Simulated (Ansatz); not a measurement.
**Tl2Pd: structure and electronic properties**

One table from this session's results is given with a row withheld; the runs are named, their logs left out.

Program: Ansatz 0.2.0. Level of theory: DFT PBEsol, scalar-relativistic, plane waves, PAW. These are calculated values, not measurements.

**The starting structure**

It takes space group I4/mcm (No. 140, tetragonal). Conventional cell: a = 6.712 Å, b = 6.712 Å, c = 5.748 Å, α = 90.00°, β = 90.00°, γ = 90.00°. Tl (site symmetry m2m) has 4 Pd at 2.89 Å and 3 Tl at 3.14 to 3.29 Å as nearest neighbours. Around Pd (site symmetry 422) lie 2 Pd at 2.87 Å and 8 Tl at 2.89 Å.

Structure file:

```cif
data_structure
_symmetry_space_group_name_H-M 'I4/mcm'
_symmetry_Int_Tables_number 140
_cell_length_a 6.7120
_cell_length_b 6.7120
_cell_length_c 5.7480
_cell_angle_alpha 90.000
_cell_angle_beta 90.000
_cell_angle_gamma 90.000
_cell_volume 258.95
loop_
_atom_site_label
_atom_site_type_symbol
_atom_site_symmetry_multiplicity
_atom_site_Wyckoff_symbol
_atom_site_fract_x
_atom_site_fract_y
_atom_site_fract_z
_atom_site_occupancy
Tl1 Tl 8 h 0.16560 0.66560 0.00000 1
Pd1 Pd 4 a 0.00000 0.00000 0.25000 1
```

The structure comes from the Crystallography Open Database.

The first run:

(A quick probe on a coarse mesh, which set the mesh and smearing, is not shown.)

input.yaml reads:

```yaml
crystal:
  lattice:
    - [-3.356, 3.356, 2.874]
    - [3.356, -3.356, 2.874]
    - [3.356, 3.356, -2.874]
  atoms:
    - { symbol: Tl, position: [0.6656, 0.1656, 0.8312] }
    - { symbol: Tl, position: [0.1656, 0.3344, 0.5] }
    - { symbol: Tl, position: [0.3344, 0.8344, 0.1688] }
    - { symbol: Tl, position: [0.8344, 0.6656, 0.5] }
    - { symbol: Pd, position: [0.25, 0.25, 0.0] }
    - { symbol: Pd, position: [0.75, 0.75, 0.0] }
basis:
  ecutwfc: 420
kpoints:
  mp_grid: { grid: [8, 8, 8] }
hamiltonian:
  xc: pbesol
scf:
  occupations: { method: gaussian, width: 0.1 }
output:
  forces: true
  stress: true
  eigenvalues: true
relax:
  adjacent_minimum: "off"
  f_tol: 0.005
  max_steps: 80
  cell: { stress_tol: 0.05 }
```

Run with:

```bash
$ ansatz run input.yaml --threads 1 --pin off --max-ram 2560MiB --backend cpu --events-out ev --progress --plain --runs-dir out
```

Steps of the session up to this table: Relaxing cell and atoms; Bands, states and charges; Point at V/V0 = 0.97; The cell scaled to 1.03 of its volume; Volume × 0.94; The cell scaled to 1.06 of its volume.

One of the session's tables, all rows but one given; the rest of the session is left out.

It belongs to the step «Fit of the equation of state». 

| volume (Å³/atom) | energy above the lowest point (meV/atom) | pressure (GPa) |
| --- | --- | --- |
| 20.349 | 21.5 | 5.69 |
| 20.998 | 5.1 | 2.57 |
| 21.648 | 0.0 | 0.02 |
| 22.297 | ? | ? |
| 22.947 | 16.0 | -3.65 |

Q: Estimate the row for volume (Å³/atom) = 22.297 from the others.

Worked estimate for «energy above the lowest point (meV/atom)». A straight line through the neighbours (21.648, 0.0) and (22.947, 16.0) gives 0.0 + (16.0 − 0.0) × (22.297 − 21.648) / (22.947 − 21.648) = 8.0; a parabola fitted to 3 rows on both sides gives 3.6.

The run gave: energy above the lowest point (meV/atom): 4.2; pressure (GPa): -2.02. In «energy above the lowest point (meV/atom)» the line misses by +3.8 and the parabola by -0.6.
